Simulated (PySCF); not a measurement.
# TbF3(NH3): how tightly the ligands are held

Aim: take one ligand of each kind off TbF3(NH3), with both parts rigid, and scan its distance from the metal. It is a constructed species; whether it can be made isn't addressed.

Computed with PySCF 2.14.0. Level: PBE0, Tb lcecp-1-SVP with ECP54, F def2-SVP, N def2-SVP, H def2-SVP; scalar-relativistic core potentials, no spin–orbit coupling.

1 further run of the same task is left out (for a known fault of the program).

## (1) The system as given

8 atoms, charge 0, spin multiplicity 1.

Bond lengths: Tb1–F2 2.045 Å, Tb1–F3 2.045 Å, Tb1–F4 2.045 Å, Tb1–N5 2.519 Å, N5–H6 1.022 Å, N5–H7 1.022 Å, N5–H8 1.022 Å. Angles: F2–Tb1–F3 118.5°, F2–Tb1–F4 118.5°, F2–Tb1–N5 97.1°, F3–Tb1–F4 118.5°, F3–Tb1–N5 97.1°, F4–Tb1–N5 97.1°, Tb1–N5–H6 112.4°, Tb1–N5–H7 112.4°, Tb1–N5–H8 112.4°, H6–N5–H7 106.4°, H6–N5–H8 106.4°, H7–N5–H8 106.4°.

Geometry (Å):

```csv
atom,x (Å),y (Å),z (Å)
Tb1,0.1051,-0.1051,0.1051
F2,1.0797,1.4052,1.0797
F3,-1.4052,-1.0797,1.0797
F4,1.0797,-1.0797,-1.4052
N5,-1.3493,1.3493,-1.3493
H6,-1.9602,1.9602,-0.8030
H7,-0.8030,1.9602,-1.9602
H8,-1.9602,0.8030,-1.9602
```

Formal oxidation states: Tb +3. Each metal's 8 4f electrons lie in its core potential, so multiplicities, spins and levels count the valence alone. An earlier session relaxed this geometry at PBE0, Tb lcecp-1-SVP with ECP54, F def2-SVP, N def2-SVP, H def2-SVP (singlet, point group C3v).

## (2) F taken off

The ligand (atom 2) keeps its formal charge and a closed shell where it can; ligand and rest are solved at the complex's geometry, in vacuum, with the settings of the relaxation.

```csv
part,charge,state,energy (Eh)
complex,0,singlet,-392.243029
ligand,-1,singlet,-99.594968
rest,1,singlet,-292.242483
```

It took 1 s on 2 threads of Arm Neoverse V2, shared host.

## (3) Rigid scan of F

Atom 2 moves along the line from atom 1; the distance is to the donor, the donors' midpoint or the ring centre. Each point starts from the density of the one before.

```csv
distance (Å),energy from the relaxed point (eV)
1.74,1.366
1.84,0.515
1.94,0.109
2.04,0.000
2.14,0.085
2.24,0.293
2.44,0.903
2.74,1.964
3.14,3.266
3.64,4.498
```

It took 12 s on 2 threads of Arm Neoverse V2, shared host.

## (4) NH3 taken off

The ligand (atoms 5, 6, 7, 8) keeps its formal charge and a closed shell where it can; ligand and rest are solved at the complex's geometry, in vacuum, with the settings of the relaxation.

```csv
part,charge,state,energy (Eh)
complex,0,singlet,-392.243029
ligand,0,singlet,-56.440690
rest,0,singlet,-335.743574
```

It took 0.6 s on 2 threads of Arm Neoverse V2, shared host.

## (5) Rigid scan of NH3

Atoms 5, 6, 7, 8 move together along the line from atom 1; the distance is to the donor, the donors' midpoint or the ring centre. Each point starts from the density of the one before.

```csv
distance (Å),energy from the relaxed point (eV)
2.22,0.360
2.32,0.138
2.42,0.030
2.52,0.000
2.62,0.021
2.72,0.076
2.92,0.237
3.22,0.509
3.62,0.822
4.12,1.094
```

Run time: 11 s. Hardware: 2 threads of Arm Neoverse V2, shared host.

## (6) What came out

| quantity | value |
| --- | --- |
| taking off F | 11.04 eV |
| stiffness of the F contact | 19.4 eV/Å² |
| taking off NH3 | 1.60 eV |
| stiffness of the NH3 contact | 5.2 eV/Å² |

What this shows: Taking off F as a fragment of charge -1 costs 11.04 eV, much of it the attraction of the two charges. Near 2.04 Å the F contact has a stiffness of about 19.4 eV/Å², and the energy stands 4.50 eV higher at 3.64 Å. Taking off NH3 as a fragment of charge +0 costs 1.60 eV. Near 2.52 Å the NH3 contact has a stiffness of about 5.2 eV/Å², and the energy stands 1.09 eV higher at 4.12 Å. The free anion is solved without diffuse functions, no counterpoise correction is made, and the parts aren't relaxed; each of these makes the binding look larger. The bases are small and lack diffuse functions. Spin–orbit coupling is left out.
